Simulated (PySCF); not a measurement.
# BMe2Et: geometry, NMR shifts, electronic excitations, spin-spin couplings and core binding energies

Wanted: the NMR shifts, electronic excitations, spin-spin couplings and core binding energies of BMe2Et (`CCB(C)C`), by calculation.

The runs use PySCF 2.14.0, with density-fitted response routines of our own; the level of theory stands in each step. All values are computed, except where a source is named. Atoms are numbered from 0 throughout.

## 1. The molecule as given

16 atoms, charge 0, multiplicity 1; geometry from: GFN2-xTB. The atoms were then displaced at random by about 0.03 Å, so the start is not that level's minimum.

Bonds of the start (Å): B0–C1 1.50, B0–C5 1.69, B0–C9 1.57, C1–H2 1.10, C1–H3 1.12, C1–H4 1.07, C5–H6 1.05, C5–H7 1.12, C5–H8 1.15, C9–C10 1.54, C9–H11 1.07, C9–H12 1.00, C10–H13 1.09, C10–H14 1.08, C10–H15 1.10.

## 2. Relaxing the molecule at PBE0-D3(BJ)/def2-SVP

What the job is given:

```
{"job": {"xc": "PBE0", "basis": "def2-SVP", "d3": "d3bj", "grid": 1, "maxiter": 40, "shake": 0.03, "kind": "geom"}, "charge": 0, "multiplicity": 1}
B      0.255150     0.319010     0.385870
C      1.748040     0.331390     0.253460
H      1.993500     0.591650    -0.786750
H      2.299670    -0.619810     0.471640
H      2.240010     1.064520     0.864100
C     -0.564730     1.797670     0.398520
H     -1.412700     1.778220    -0.222930
H      0.111500     2.646870     0.104100
H     -0.913760     1.990820     1.476950
C     -0.657690    -0.956770     0.426470
C     -0.789190    -1.530330    -0.999850
H     -1.644110    -0.799800     0.800840
H     -0.262080    -1.679590     0.993730
H     -1.378110    -2.443360    -1.003280
H     -1.282190    -0.847010    -1.679890
H      0.222340    -1.677410    -1.416540
```

On the command line:

```bash
> OMP_NUM_THREADS=1 python probes_run.py task.json out
```

The driver reads the jobs from task.json and runs them one after another.

**Question.** This job is followed by: GIAO PBE0/pcSseg-1 NMR shielding, non-relativistic, gas phase; TDDFT B3LYP/def2-SVPD, vertical, gas phase, core orbitals frozen in the response; B3LYP/pcJ-1 indirect spin-spin coupling, non-relativistic, gas phase; GIAO B3LYP/pcSseg-1 NMR shielding, non-relativistic, gas phase; delta-SCF UKS SCAN, pcX-2 on the ionised atom (unc-x2c-TZVPall on a metal), pcseg-1 elsewhere, spin-free X2C. Predict these results of the whole session: point group; rotational constants (main isotopes); 13C shifts against TMS (PBE0/pcSseg-1, means over atoms taken as alike); 1H shifts against TMS (PBE0/pcSseg-1, means over atoms taken as alike); 11B shifts against BF3·OEt2 (PBE0/pcSseg-1); surface potential, 1st and 99th percentile; lowest singlet (B3LYP/def2-SVPD); brightest single state of those computed; lowest triplet; largest coupling of the table (B3LYP/pcJ-1); C1s binding energies, SCAN/pcX-2; B1s binding energies, SCAN/pcX-2; range of the shift of B0.

The runs gave:

```
                                                               quantity                                value
                                                            point group                                   C1
                                   rotational constants (main isotopes)                 5.99, 3.40, 2.57 GHz
13C shifts against TMS (PBE0/pcSseg-1, means over atoms taken as alike)                  24.4, 15.4, 8.3 ppm
 1H shifts against TMS (PBE0/pcSseg-1, means over atoms taken as alike)                 1.15, 0.88, 0.87 ppm
                            11B shifts against BF3·OEt2 (PBE0/pcSseg-1)                             88.3 ppm
                                  surface potential, 1st and 99th percentile                   -0.24 V and 0.81 V
                                       lowest singlet (B3LYP/def2-SVPD)          5.99 eV (207 nm), f = 0.004
                               brightest single state of those computed          state 4, 7.54 eV, f = 0.044
                                                         lowest triplet                              5.52 eV
                            largest coupling of the table (B3LYP/pcJ-1)            1J(C,H) C10–H13, 133.6 Hz
                                       C1s binding energies, SCAN/pcX-2  C10 290.57, C1 289.89, C9 289.77 eV
                                       B1s binding energies, SCAN/pcX-2                         B0 195.36 eV
                                               range of the shift of B0                     88.3 to 89.5 ppm
```

**Reading.** The start was shaken at random, so part of the energy gained undoes that. The optimisation took 7 steps and gained 0.635 eV; among the close pairs (by a distance rule), B0–C5 changed most, from 1.691 to 1.572 Å. At PBE0/pcSseg-1: The widest tensor belongs to B0: span 163 ppm, with a paramagnetic part of -176 ppm. The first singlet state (HOMO→LUMO 0.98) lies at 5.99 eV and is weak; of the 10 states computed, the strongest absorption comes from state 4 at 7.54 eV. The lowest triplet lies 0.47 eV below the lowest singlet (triplets in Tamm-Dancoff, singlets in full TDDFT). Of the pairs tabulated at B3LYP/pcJ-1, C10–H13 (mean over like pairs) couples most strongly (133.6 Hz; Fermi contact 131.8 Hz). Couplings across rotatable bonds belong to this one conformer; where others are populated, the observed values are averages. The C1s levels kept as sound span 0.79 eV, from C9 (carbon bonded to C, B, 2 H) up to C10 (carbon bonded to C, 3 H). Across the 2 runs the shift of B0 moves most, between 88.3 (PBE0/pcSseg-1) and 89.5 ppm (B3LYP/pcSseg-1).
